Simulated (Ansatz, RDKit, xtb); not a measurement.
# C3H10AlNSi: which of the isomers drawn lies lowest?, part 2 of 2

Which of a sample of isomers of C3H10AlNSi is the most stable in the gas at 298.15 K, and what are its properties? The sample is small against all isomers, and the most stable one of this formula need not be in it.

xtb, Ansatz and PySCF; isolated molecules. The steps go on from the part before.

### 10 c947b at MP2/def2-TZVPP

Contents of input.yaml:

```yaml
crystal:
  periodic: [false, false, false]
  atoms:
    - {symbol: C, position_ang: [-1.310761, 0.959214, 0.554287]}
    - {symbol: C, position_ang: [-0.913316, 1.385862, -0.864012]}
    - {symbol: C, position_ang: [-0.090973, 0.239711, -1.484332]}
    - {symbol: Al, position_ang: [0.288844, 0.654884, 2.953104]}
    - {symbol: "N", position_ang: [-0.113860, 0.406039, 1.225281]}
    - {symbol: Si, position_ang: [0.875687, -0.413666, 0.010782]}
    - {symbol: H, position_ang: [1.624743, -0.019049, 3.481228]}
    - {symbol: H, position_ang: [-0.690154, 1.533462, 3.842275]}
    - {symbol: H, position_ang: [-2.112539, 0.194231, 0.491215]}
    - {symbol: H, position_ang: [-1.727809, 1.804840, 1.128885]}
    - {symbol: H, position_ang: [-1.802467, 1.640796, -1.466349]}
    - {symbol: H, position_ang: [-0.291153, 2.296334, -0.796540]}
    - {symbol: H, position_ang: [-0.758306, -0.556824, -1.859473]}
    - {symbol: H, position_ang: [0.528400, 0.568175, -2.333512]}
    - {symbol: H, position_ang: [0.848878, -1.908653, 0.104352]}
    - {symbol: H, position_ang: [2.309627, 0.008330, 0.080122]}
basis:
  gaussian:
    orbitals: def2-TZVPP
correlation:
  method: mp2
  frozen_orbitals: {H: 0, Al: 5, "N": 1, C: 1, Si: 5}
```

Command:

```bash
$ ansatz run input.yaml --threads 4 --pin off --max-ram 7830MiB --events-out events.jsonl --progress --plain --runs-dir runs
```

What it wrote:

```text
Warning: RAYON_NUM_THREADS=4 ignored (pool sized by the plan → 4); use --threads N
Functional definition: HF
  name "HF"
  exchange = exact_x
  correlation = 0
2017 factors; integrals over basis functions are off by at most 1.0e-3 eV
mean field evaluation 1: about -19173.9855 eV, gradient 4.6e1 eV
mean field evaluation 2: about -19174.3016 eV, gradient 4.7e1 eV
mean field evaluation 4: about -19179.9350 eV, gradient 5.9e0 eV
mean field evaluation 8: about -19180.0574 eV, gradient 3.3e-1 eV
mean field -19180.05791379 eV, -704.8541276217 hartree, gradient 4.0e-6 eV, S^2 0.000000; 0 other end points of the search recorded, 0 dependent functions left out
14 core orbitals not correlated: weight in the atoms' cores, before any rotation towards them, 1.000 or more for the frozen orbitals, at most 0.000 for the correlated occupied ones
reference -19180.05791379 eV, -704.8541276217 hartree; 17, 17 occupied and 317, 317 virtual orbitals, 2017 factors
second order -25.24886186 eV of doubles, -0.00000000 eV of singles
Total energy: -19205.30677566 eV, -705.7820061809 hartree
```

Run time: 9.9 s. Hardware: 4 threads of Arm Neoverse V1, shared host; peak memory 1.3 GiB.

### 11 c076b at CCSD(T)/def2-SVP

Contents of input.yaml:

```yaml
crystal:
  periodic: [false, false, false]
  atoms:
    - {symbol: C, position_ang: [1.658029, -2.079082, 0.328919]}
    - {symbol: C, position_ang: [1.178650, -0.931525, 0.881588]}
    - {symbol: C, position_ang: [2.068376, 0.025731, 1.611534]}
    - {symbol: Al, position_ang: [1.130281, -0.791148, -1.712509]}
    - {symbol: "N", position_ang: [-0.618187, -0.628645, -1.146693]}
    - {symbol: Si, position_ang: [-0.669399, -0.506198, 0.563970]}
    - {symbol: H, position_ang: [2.719572, -2.356857, 0.398746]}
    - {symbol: H, position_ang: [0.989504, -2.825908, -0.118664]}
    - {symbol: H, position_ang: [1.723311, 0.121132, 2.656177]}
    - {symbol: H, position_ang: [2.002802, 1.036395, 1.175629]}
    - {symbol: H, position_ang: [3.122140, -0.293915, 1.617361]}
    - {symbol: H, position_ang: [-0.933246, 0.841094, 1.168695]}
    - {symbol: H, position_ang: [-1.565580, -1.482729, 1.266356]}
    - {symbol: H, position_ang: [-1.449397, -0.556313, -1.726428]}
    - {symbol: H, position_ang: [2.080917, 0.489577, -1.662816]}
    - {symbol: H, position_ang: [1.505421, -1.986459, -2.701110]}
basis:
  gaussian:
    orbitals: def2-SVP
magnetization:
  spin_polarized: false
  initial_magnetization: 0
correlation:
  method: ccsd_t
  frozen_orbitals: {H: 0, Al: 5, "N": 1, C: 1, Si: 5}
```

Command:

```bash
$ ansatz run input.yaml --threads 4 --pin off --max-ram 7830MiB --events-out events.jsonl --progress --plain --runs-dir runs
```

What it wrote (excerpt; [...] marks lines left out):

```text
Warning: RAYON_NUM_THREADS=4 ignored (pool sized by the plan → 4); use --threads N
Functional definition: HF
  name "HF"
[...]
1422 factors; integrals over basis functions are off by at most 1.5e-3 eV
[...]
mean field -19169.26287984 eV, -704.4574174411 hartree, gradient 2.9e-6 eV, S^2 0.000000; 0 other end points of the search recorded, 0 dependent functions left out
14 core orbitals not correlated: weight in the atoms' cores, before any rotation towards them, 1.000 or more for the frozen orbitals, at most 0.000 for the correlated occupied ones
reference -19169.26287984 eV, -704.4574174411 hartree; 17, 17 occupied and 111, 111 virtual orbitals, 1422 factors
second order -20.43265326 eV of doubles, -0.00000000 eV of singles
cycle   1  -21.60324373 eV  change    -1.2e0 eV  update   1.1e-1
[...]
cycle  10  -22.38725319 eV  change    2.1e-5 eV  update   2.3e-5
perturbative correction -0.74006180 eV, -0.0271967696 hartree
Total energy: -19192.39019483 eV, -705.3073305907 hartree
```

Wall time 23 s (4 threads of Arm Neoverse V1, shared host); peak memory 1 GiB.

### 12 The ranking

Energies in kcal/mol from c947b; G adds the thermal terms to the CCSD(T)/def2-SVP + MP2/def2-TZVPP - MP2/def2-SVP energy. The columns left of the relaxed level are at the tight-binding geometries.

| label | SMILES | spin | GFN2-xTB | HF/STO-3G | r2SCAN-D4/def2-SVP | r2SCAN-D4/def2-SVP, relaxed | HF/def2-SVP | MP2/def2-SVP | CCSD(T)/def2-SVP + MP2/def2-TZVPP - MP2/def2-SVP | G | share at equilibrium | T1 |
| --- | --- | --- | --- | --- | --- | --- | --- | --- | --- | --- | --- | --- |
| c947b | [AlH2][N]1CCC[SiH2]1 | singlet | 0.0 | 0.0 | 0.0 | 0.0 | 0.0 | 0.0 | 0.0 | 0.0 | 100.0 % | 0.012 |
| c076b | C=C(C)[SiH2][NH][AlH2] | singlet | 13.1 | 40.8 | 4.0 | 9.6 | 10.8 | 12.3 | 7.4 | 4.8 | < 0.1 % | 0.012 |
| c960a | C[SiH2]CC#[N+][AlH3-] | singlet | 31.2 | 50.2 | 28.0 | 31.1 | 24.4 | 27.4 | 29.8 | 22.3 | < 0.1 % | 0.012 |

Lowest found: c947b, `[AlH2][N]1CCC[SiH2]1`, a singlet. Bond lengths: C1–C2 1.533 Å, C2–C3 1.541 Å, C1–N5 1.479 Å, Al4–N5 1.791 Å, C3–Si6 1.896 Å, N5–Si6 1.768 Å, Al4–H7 1.587 Å, Al4–H8 1.588 Å, C1–H9 1.110 Å, C1–H10 1.104 Å, C2–H11 1.104 Å, C2–H12 1.105 Å, C3–H13 1.105 Å, C3–H14 1.101 Å, Si6–H15 1.498 Å, Si6–H16 1.496 Å. Some angles: C1–C2–C3 107.7°, C2–C1–N5 108.3°, C2–C3–Si6 102.2°, C1–N5–Al4 124.6°, C1–N5–Si6 108.3°, Al4–N5–Si6 126.9°, C3–Si6–N5 95.5°, C1–C2–H11 111.1°, C1–C2–H12 108.6°, C3–C2–H11 112.5°.

```xyz
16

C    -1.3108    0.9592    0.5543
C    -0.9133    1.3859   -0.8640
C    -0.0910    0.2397   -1.4843
Al    0.2888    0.6549    2.9531
N    -0.1139    0.4060    1.2253
Si    0.8757   -0.4137    0.0108
H     1.6247   -0.0190    3.4812
H    -0.6902    1.5335    3.8423
H    -2.1125    0.1942    0.4912
H    -1.7278    1.8048    1.1289
H    -1.8025    1.6408   -1.4663
H    -0.2912    2.2963   -0.7965
H    -0.7583   -0.5568   -1.8595
H     0.5284    0.5682   -2.3335
H     0.8489   -1.9087    0.1044
H     2.3096    0.0083    0.0801
```

### 13 Summary of results

What follows sums up all 2 parts.

| quantity | value |
| --- | --- |
| lowest structure found | [AlH2][N]1CCC[SiH2]1, singlet |
| next finalist | C=C(C)[SiH2][NH][AlH2], singlet, 4.8 kcal/mol higher in G |
| share at equilibrium, among the finalists | 100.0 % |
| funnel | 10 starts, 8 minima at GFN2-xTB, 6 screening runs, 3 relaxed, 3 ranked |
| CPU time of all runs | 16 min |

In words: The lowest structure found is `[AlH2][N]1CCC[SiH2]1`. Among the finalists first place is clear (4.8 kcal/mol); structures outside the list aren't covered. GFN2-xTB, HF/STO-3G, r2SCAN-D4/def2-SVP, r2SCAN-D4/def2-SVP, relaxed, HF/def2-SVP and MP2/def2-SVP already put its bonding pattern lowest among the structures in one piece. The largest share of the time went into the relaxations (52 %). One minimum inside the window was never screened. Lowest found is not proven lowest: the search is finite, and each finalist counts with one conformer. Only 5 drawn patterns were tried, so whole families of isomers are missing, and the result ranks this sample alone.
